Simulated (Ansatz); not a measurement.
# SnAs (Fm-3m): calculation of mode Grueneisen parameters in Python

Aim: a calculation of mode Grueneisen parameters, for SnAs (Fm-3m), run from a script.

The COD entry's cell or inner coordinates are ideal or old and differ from later refinements, so a difference from it is no clean test against experiment.

Computed with the Python package of Ansatz 0.2.0. Level of theory: DFT PBEsol, plane waves, PAW.

**1. Starting point**

It takes space group Fm-3m (No. 225, cubic). Conventional cell: a = 5.681 Å, b = 5.681 Å, c = 5.681 Å, α = 90.00°, β = 90.00°, γ = 90.00°. Around Sn (site symmetry m-3m) lie 6 As at 2.84 Å. As (site symmetry m-3m) is surrounded by 6 Sn at 2.84 Å.

No structure file is read: the coordinates are typed or built in the script.

**2. Script**

File gruneisen_snas.py:

```python
import ansatz as az
import numpy as np

vectors0 = np.array([
    [0.0, 2.8405, 2.8405],
    [2.8405, 0.0, 2.8405],
    [2.8405, 2.8405, 0.0],
])
sites = [
    ("Sn", (0.0, 0.0, 0.0)),
    ("As", (0.5, 0.5, 0.5)),
]


def build(cell):
    crystal = az.Crystal(lattice=az.Lattice.of(cell))
    for symbol, position in sites:
        crystal = crystal.atom(symbol, position)
    return crystal

modes = {}
for scale in (1 - 0.02, 1.0, 1 + 0.02):
    base = (
        build(vectors0 * scale ** (1 / 3)).calculation()
        .functional("pbesol")
        .occupations("Fermi-Dirac", width=100 * az.meV)
        .scf(tolerance=1e-08)
        .kpoints(7, 7, 7)
        .phonons("dfpt")
    )
    modes[scale] = np.sort(base.run(threads=1, pin="off").phonons.gamma_omega_inv_cm)
    print(f"V/V0 = {scale:.2f}:", np.round(modes[scale], 1) + 0.0)

low, middle, high = modes.values()
for w0, w1, w2 in zip(low, middle, high):
    if min(w0, w1, w2) > 5:
        print(f"{w1:8.1f} 1/cm   gamma = {-np.log(w2 / w0) / np.log((1 + 0.02) / (1 - 0.02)):6.2f}")
```

**3. What the engine is handed**

The package turns the script's settings into the engine's input (first run):

```yaml
crystal:
  lattice:
    - [0.0, 2.8214356671913126, 2.8214356671913126]
    - [2.8214356671913126, 0.0, 2.8214356671913126]
    - [2.8214356671913126, 2.8214356671913126, 0.0]
  atoms:
    - { symbol: Sn, position: [0.0, 0.0, 0.0] }
    - { symbol: As, position: [0.5, 0.5, 0.5] }
kpoints:
  mp_grid:
    grid: [7, 7, 7]
hamiltonian:
  xc: pbesol
scf:
  convergence:
    dr2_threshold: 1.0e-08
  occupations:
    method: fermi_dirac
    width: 0.1
phonons:
  method: dfpt
```

**4. Launch**

Command:

```console
python gruneisen_snas.py
```

Log:

```text
DeckWarning: basis.ecutwfc = 420 eV, auto-derived from the records' recommended cutoffs: set by Sn (normal level)
V/V0 = 0.98: [  0.    0.    0.  112.3 112.3 112.3]
V/V0 = 1.00: [  0.    0.    0.  103.1 103.1 103.1]
V/V0 = 1.02: [ 0.   0.   0.  93.8 93.8 93.8]
   103.1 1/cm   gamma =   4.51
   103.1 1/cm   gamma =   4.51
   103.1 1/cm   gamma =   4.51
```

(Warnings from the package without file and line.)

Run time: 37 s. Hardware: 1 thread of Arm Neoverse V2, shared host; peak memory 0.55 GiB.

**5. What changed from run to run**

The engine's inputs for the other runs:

Run 2, against run 1:

```diff
@@ -3,3 +3,3 @@
-    - [0.0, 2.8214356671913126, 2.8214356671913126]
-    - [2.8214356671913126, 0.0, 2.8214356671913126]
-    - [2.8214356671913126, 2.8214356671913126, 0.0]
+    - [0.0, 2.8405, 2.8405]
+    - [2.8405, 0.0, 2.8405]
+    - [2.8405, 2.8405, 0.0]
```

Run 3, against run 1:

```diff
@@ -3,3 +3,3 @@
-    - [0.0, 2.8214356671913126, 2.8214356671913126]
-    - [2.8214356671913126, 0.0, 2.8214356671913126]
-    - [2.8214356671913126, 2.8214356671913126, 0.0]
+    - [0.0, 2.859311806505501, 2.859311806505501]
+    - [2.859311806505501, 0.0, 2.859311806505501]
+    - [2.859311806505501, 2.859311806505501, 0.0]
```

**6. Run by run**

One row for each of the 3 runs:

```
run  volume (Å³/atom)  energy from run 3 (meV/atom)  SCF cycles in all  CPU time (s)
  1            22.460                          7.76                  6            12
  2            22.918                          1.68                  6            12
  3            23.377                          0.00                  6            12
```

Energies are free energies F = E - TS of the smeared occupations. 

**7. Phonon frequencies (run 1)**

Frequencies in cm⁻¹ (negative: imaginary):

| q | frequencies |
| --- | --- |
| 0.000 0.000 0.000 | 0 0 0 112 112 112 |

**8. Phonon frequencies (run 2)**

Frequencies in cm⁻¹ (negative: imaginary):

| q | frequencies |
| --- | --- |
| 0.000 0.000 0.000 | 0 0 0 103 103 103 |

**9. The modes (run 3)**

Frequencies in cm⁻¹ (negative: imaginary):

| q | frequencies |
| --- | --- |
| 0.000 0.000 0.000 | 0 0 0 94 94 94 |

**10. Outcome**

| quantity | value |
| --- | --- |
| mode Grüneisen parameters | 4.51 |
| runs compared | 3 |
| highest frequency (run 1) | 112 cm⁻¹ |
| imaginary modes at these points (run 1) | none |
| highest frequency (run 2) | 103 cm⁻¹ |
| imaginary modes at these points (run 2) | none |
| highest frequency (run 3) | 94 cm⁻¹ |
| imaginary modes at these points (run 3) | none |

**Reading.** Positive parameters mean that modes soften as the crystal expands. All axes are scaled alike, which a layered or anisotropic crystal doesn't do under heat or pressure. No mode at these points is imaginary. Only Γ is listed, so instabilities elsewhere in the zone are not shown. No mode at these points is imaginary. All modes computed here are real. What to keep in mind:
- The cell isn't relaxed first, so the values belong to this volume.
- For a metal this k-point mesh is coarse: on a finer one energies can move by several to tens of meV an atom and pressures by half a GPa or more, differences at one mesh by less.
- Of the deposited cell: the entry's cell lengths or inner coordinates differ somewhat from later room-temperature determinations.
- The ions aren't relaxed at each volume, and modes are paired by their order, which mixes them up where branches cross.
